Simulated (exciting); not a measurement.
Set up this calculation in exciting (release sodium), as the native input.

```
Task                                     : optical spectrum
Functional                               : acPBE
Dispersion                               : D2
Potentials or basis                      : all-electron LAPW+lo, shipped species files, valence relativity iora*
rgkmax                                   : 8
k mesh                                   : 5 × 5 × 5, shifted
Occupations                              : fermi-dirac, width 0.05 eV
Spin                                     : no spin polarisation
outputlevel                              : high
Top of the spectrum (Ha)                 : 0.8 Ha
Broadening (Ha)                          : 0.007 Ha
Scissor shift (eV)                       : 1 eV
gmaxvr (cutoff of density and potential) : 14 1/bohr
lmaxapw (and lmaxmat)                    : 10
lmaxvr                                   : 8
nempty                                   : 32
Valence relativity                       : iora*
epsengy                                  : 1e-05 Ha
epspot                                   : 1e-05 Ha
maxscl                                   : 60
Muffin-tin radii                         : Mo 2.3, Se 2.0 bohr
```

MoSe:

```
Mo Se
1.0
     3.66715    0.00000    0.00000
     0.00000    3.66715    0.00000
     0.00000    0.00000    3.66715
Mo Se
1 1
Direct
  0.00000 0.00000 0.00000
  0.50000 0.50000 0.50000
```

The cell was built by a generator and needn't be a form met in nature.

The cell isn't the ideal one: volume scaled by 1.15.

One way to write it, as run:

input.xml

```xml
<input>
  <title>MoSe</title>
  <structure speciespath="./" tshift="false">
    <crystal scale="6.9299166698">
      <basevect>0.999999999996 0.000000000000 0.000000000000</basevect>
      <basevect>0.000000000000 0.999999999996 0.000000000000</basevect>
      <basevect>0.000000000000 0.000000000000 0.999999999996</basevect>
    </crystal>
    <species speciesfile="Mo.xml" rmt="2.3">
      <atom coord="0.000000000000 0.000000000000 0.000000000000"/>
    </species>
    <species speciesfile="Se.xml" rmt="2">
      <atom coord="0.500000000000 0.500000000000 0.500000000000"/>
    </species>
  </structure>
  <groundstate do="fromscratch" ngridk="5 5 5" rgkmax="8" gmaxvr="14" lmaxapw="10" lmaxmat="10" lmaxvr="8" xctype="GGA_AC_PBE" stype="Fermi Dirac" swidth="0.00183747" nempty="32" ValenceRelativity="iora*" epsengy="1e-05" epspot="1e-05" maxscl="60" outputlevel="high" vkloff="0.5 0.5 0.5"/>
  <properties>
    <DFTD2/>
    <momentummatrix/>
    <dielmat intraband="false" scissor="0.036749" wmax="0.8" wgrid="200" swidth="0.007" tevout="true">
      <epscomp>1 1</epscomp>
      <epscomp>2 2</epscomp>
      <epscomp>3 3</epscomp>
    </dielmat>
  </properties>
</input>
```

Potentials or basis: all-electron LAPW+lo, shipped species files, valence relativity iora*.

Command:

```bash
$ OMP_NUM_THREADS=1 exciting_smp
```

It gave:

```json
{"All electrons inside the program's atomic spheres": "Mo 39.26; Se 31.07 (radii Mo 2.3, Se 2.0 bohr)", "Dispersion energy per atom": "-0.376 eV"}
```

Caveat: the dispersion energy is computed afterwards and isn't part of the total energy; the intraband (Drude) term of the metal is left out; the scissor shift is a trial value, not fitted to this crystal; spectra need much finer meshes, so this one isn't converged; independent-particle spectra lack excitons.

Wall time 57 s on 1 thread of Intel(R) Xeon(R) Platinum 8259CL CPU @ 2.50GHz (Skylake/Cascade Lake), with other jobs on the host, peak memory 0.39 GiB.
